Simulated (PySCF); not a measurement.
# Ge²⁺: dipole response in aug-cc-pwCVTZ-PP with ECP10

How polarisable is Ge²⁺ at the levels listed below?

The numbers are computed with PySCF 2.14.0 (unrestricted determinants in a Gaussian basis, no spin-orbit coupling in the energies), except any that are marked as measured or tabulated.

## Step 1: Starting point

* Element: germanium (Z = 32)
* Basis: aug-cc-pwCVTZ-PP with ECP10MDF (8s7p6d4f1g, 96 functions)
* Hamiltonian: a scalar-relativistic core potential
* State 1: Ge²⁺: [Ar] 3d9 4s2 4p1, one real determinant (an excited configuration)
* Methods: UHF, PBE, PBE0

Outer shells as boxes (Hund's rule):

Ge2+ [Ar] 3d9 4s2 4p1
```
[Ar] core
3d [↑↓][↑↓][↑↓][↑↓][↑ ]
4s [↑↓]
4p [↑ ][  ][  ]
```

The runs were made by one driver on top of PySCF. The scripts below sum up each run's settings (the driver also hands on starting orbitals that pick excited configurations, and frozen orbitals as a list rather than a count), and the logs come from the driver's own runs. The driver starts from symmetry-adapted Hartree-Fock orbitals, holds the occupation by maximum overlap and uses a logarithmic radial grid for functionals, so a plain start would take other cycles.

The integrals over 96 functions and the set-up took 2 s of CPU time.

## Step 2: Ge²⁺ [Ar] 3d9 4s2 4p1, method by method

UHF:

File input.py:

```python
from pyscf import gto, scf, dft, mp, cc
import basis_set_exchange as bse
txt = bse.get_basis("aug-cc-pwCVTZ-PP", elements=["Ge"], fmt="nwchem", header=False)
cut = txt.index("\nECP")
mol = gto.M(atom="Ge 0 0 0", charge=2, spin=2, symmetry="D2h",
            basis=gto.basis.parse(txt[:cut]),
            ecp={"Ge": gto.basis.parse_ecp(txt[cut:])})
mf = scf.UHF(mol)
mf.irrep_nelec = {'Ag': (4, 3), 'B1g': (1, 1), 'B2g': (1, 1), 'B3g': (1, 1), 'B1u': (2, 1), 'B2u': (1, 1), 'B3u': (1, 1)}
mf.kernel()
```

The program printed:

```text
damping factor = 0
level_shift factor = 0
DIIS = <class 'pyscf.scf.diis.CDIIS'>
diis_start_cycle = 1
diis_space = 10
diis_damp = 0
SCF conv_tol = 1e-09
SCF conv_tol_grad = None
number electrons alpha = 11  beta = 9
cycle= 1 E= -291.395685160654  delta_E= -0.0113  |g|= 0.059  |ddm|= 0.223
cycle= 2 E= -291.412040512198  delta_E= -0.0164  |g|= 0.121  |ddm|= 0.434
cycle= 3 E= -291.395009815879  delta_E= 0.017  |g|= 0.0274  |ddm|= 0.389
cycle= 4 E= -291.394461218788  delta_E= 0.000549  |g|= 0.00557  |ddm|= 0.0538
cycle= 5 E= -291.394448146296  delta_E= 1.31e-05  |g|= 0.000579  |ddm|= 0.0138
cycle= 6 E= -291.394448345326  delta_E= -1.99e-07  |g|= 0.000259  |ddm|= 0.00257
cycle= 7 E= -291.394448353547  delta_E= -8.22e-09  |g|= 5.28e-05  |ddm|= 0.000826
cycle= 8 E= -291.394448354165  delta_E= -6.18e-10  |g|= 4.47e-06  |ddm|= 8.42e-05
converged SCF energy = -291.394448354165  <S^2> = 2.0107899  2S+1 = 3.0071847
```

CPU time 22 s on a shared host, the integrals not counted.

Orbital energies by shell (radii are means over both spins):

| shell | electrons | mean orbital energy (eV) | spread (eV) | rms radius (bohr) |
| --- | --- | --- | --- | --- |
| 3s α | 1 | -233.95 | 0 | 0.664 |
| 3s β | 1 | -229.71 | 0 | 0.664 |
| 3p α | 3 | -176.86 | 3.360 | 0.693 |
| 3p β | 3 | -171.86 | 3.258 | 0.693 |
| 3d α | 5 | -76.684 | 3.462 | 0.766 |
| 3d β | 4 | -74.467 | 1.665 | 0.766 |
| 4s α | 1 | -38.194 | 0 | 2.02 |
| 4s β | 1 | -35.049 | 0 | 2.02 |
| 4p α | 1 | -27.812 | 0 | 2.33 |

⟨S²⟩ = 2.011, ⟨L²⟩ = 8.04.

The driver then solved the coupled dipole response at imaginary frequencies: mean α = 11.46 bohr³ (xx, yy, zz: 11.54, 11.54, 11.32), C₆ = 52.67 au for a like pair.

⟨L²⟩ = 8.04 against 12 for a pure F term, so this real determinant mixes terms. Energies and moments cover only the electrons outside the core potential.

PBE:

input.py differs from the last one in:

```diff
@@ -7,3 +7,3 @@
             ecp={"Ge": gto.basis.parse_ecp(txt[cut:])})
-mf = scf.UHF(mol)
+mf = dft.UKS(mol, xc="PBE")
 mf.irrep_nelec = {'Ag': (4, 3), 'B1g': (1, 1), 'B2g': (1, 1), 'B3g': (1, 1), 'B1u': (2, 1), 'B2u': (1, 1), 'B3u': (1, 1)}
```

The program printed:

```text
damping factor = 0
level_shift factor = 0
DIIS = <class 'pyscf.scf.diis.CDIIS'>
diis_start_cycle = 1
diis_space = 10
diis_damp = 0
SCF conv_tol = 1e-09
SCF conv_tol_grad = None
number electrons alpha = 11  beta = 9
XC functionals = PBE
    J. P. Perdew, K. Burke, and M. Ernzerhof.,  Phys. Rev. Lett. 77, 3865 (1996)
    J. P. Perdew, K. Burke, and M. Ernzerhof.,  Phys. Rev. Lett. 78, 1396 (1997)
    J. P. Perdew, K. Burke, and M. Ernzerhof.,  Phys. Rev. Lett. 77, 3865 (1996)
    J. P. Perdew, K. Burke, and M. Ernzerhof.,  Phys. Rev. Lett. 78, 1396 (1997)
cycle= 1 E= -292.488415784109  delta_E= -0.0224  |g|= 0.0317  |ddm|= 0.753
cycle= 2 E= -292.488467854868  delta_E= -5.21e-05  |g|= 0.0308  |ddm|= 0.22
cycle= 3 E= -292.488559329871  delta_E= -9.15e-05  |g|= 0.00451  |ddm|= 0.0403
cycle= 4 E= -292.48856083748  delta_E= -1.51e-06  |g|= 0.000127  |ddm|= 0.00429
cycle= 5 E= -292.488560843569  delta_E= -6.09e-09  |g|= 1.15e-05  |ddm|= 0.000871
cycle= 6 E= -292.488560843623  delta_E= -5.39e-11  |g|= 1.65e-06  |ddm|= 9.18e-05
converged SCF energy = -292.488560843623  <S^2> = 2.0025853  2S+1 = 3.0017231
```

CPU time 26 s on a shared host, the integrals not counted.

The driver then solved the coupled dipole response at imaginary frequencies: mean α = 10.72 bohr³ (xx, yy, zz: 10.62, 10.62, 10.91), C₆ = 48.43 au for a like pair.

PBE0:

input.py differs from the last one in:

```diff
@@ -7,3 +7,3 @@
             ecp={"Ge": gto.basis.parse_ecp(txt[cut:])})
-mf = dft.UKS(mol, xc="PBE")
+mf = dft.UKS(mol, xc="PBE0")
 mf.irrep_nelec = {'Ag': (4, 3), 'B1g': (1, 1), 'B2g': (1, 1), 'B3g': (1, 1), 'B1u': (2, 1), 'B2u': (1, 1), 'B3u': (1, 1)}
```

The program printed:

```text
damping factor = 0
level_shift factor = 0
DIIS = <class 'pyscf.scf.diis.CDIIS'>
diis_start_cycle = 1
diis_space = 10
diis_damp = 0
SCF conv_tol = 1e-09
SCF conv_tol_grad = None
number electrons alpha = 11  beta = 9
XC functionals = PBE0
    C. Adamo and V. Barone.,  J. Chem. Phys. 110, 6158 (1999)
    M. Ernzerhof and G. E. Scuseria.,  J. Chem. Phys. 110, 5029 (1999)
cycle= 1 E= -292.450168293194  delta_E= -0.0144  |g|= 0.0202  |ddm|= 0.457
cycle= 2 E= -292.450268493058  delta_E= -0.0001  |g|= 0.00385  |ddm|= 0.164
cycle= 3 E= -292.450271202624  delta_E= -2.71e-06  |g|= 0.00357  |ddm|= 0.0115
cycle= 4 E= -292.450272409719  delta_E= -1.21e-06  |g|= 0.000246  |ddm|= 0.0035
cycle= 5 E= -292.450272442892  delta_E= -3.32e-08  |g|= 1.77e-05  |ddm|= 0.000751
cycle= 6 E= -292.450272443031  delta_E= -1.4e-10  |g|= 1.77e-06  |ddm|= 9.91e-05
converged SCF energy = -292.450272443031  <S^2> = 2.0038572  2S+1 = 3.0025704
```

It used 47 s of CPU time after the integrals (shared host).

The driver then solved the coupled dipole response at imaginary frequencies: mean α = 10.87 bohr³ (xx, yy, zz: 10.83, 10.83, 10.93), C₆ = 49.26 au for a like pair.

Radial density 4πr²ρ of Ge²⁺ at UHF, the electrons outside the core potential:

| r (bohr) | density | spin density |
| --- | --- | --- |
| 0.000946 | 1.10e-05 | 0.000 |
| 0.00159 | 3.10e-05 | 0.000 |
| 0.00268 | 8.63e-05 | 0.000 |
| 0.00450 | 0.000233 | 0.000 |
| 0.00757 | 0.000589 | 0.000 |
| 0.0127 | 0.00134 | 0.000 |
| 0.0214 | 0.00282 | 0.000 |
| 0.0360 | 0.00647 | 0.000 |
| 0.0606 | 0.0345 | 0.003 |
| 0.102 | 0.323 | 0.034 |
| 0.171 | 2.42 | 0.249 |
| 0.288 | 11.9 | 0.968 |
| 0.485 | 28.1 | 1.634 |
| 0.816 | 15.6 | 0.836 |
| 1.37 | 3.43 | 0.516 |
| 2.31 | 1.34 | 0.483 |
| 3.88 | 0.105 | 0.059 |
| 6.53 | 0.000347 | 0.000 |

## Step 3: The response side by side

Ge²⁺ [Ar] 3d9 4s2 4p1, in atomic units:

| method | mean α | C₆ (like pair) | S(−4) |
| --- | --- | --- | --- |
| UHF | 11.46 | 52.67 | 48.02 |
| PBE | 10.72 | 48.43 | 39.97 |
| PBE0 | 10.87 | 49.26 | 41.32 |

α(iu) at PBE0:

| u (hartree) | α(iu) (bohr³) |
| --- | --- |
| 0 | 10.87 |
| 0.0500 | 10.76 |
| 0.100 | 10.47 |
| 0.200 | 9.450 |
| 0.300 | 8.160 |
| 0.500 | 5.774 |
| 0.750 | 3.806 |
| 1.00 | 2.677 |
| 1.50 | 1.578 |
| 2.00 | 1.085 |
| 3.00 | 0.6478 |
| 5.00 | 0.3374 |

## Step 4: Results

```
                  quantity                             value
α of Ge²⁺ [Ar] 3d9 4s2 4p1  10.72 (PBE) to 11.46 (UHF) bohr³
```

In words: A single London oscillator with the computed α and C₆ of Ge²⁺ [Ar] 3d9 4s2 4p1 at UHF would have ω = 4 C₆ / (3 α²) = 0.534 hartree. The basis is finite, and no extrapolation was made.
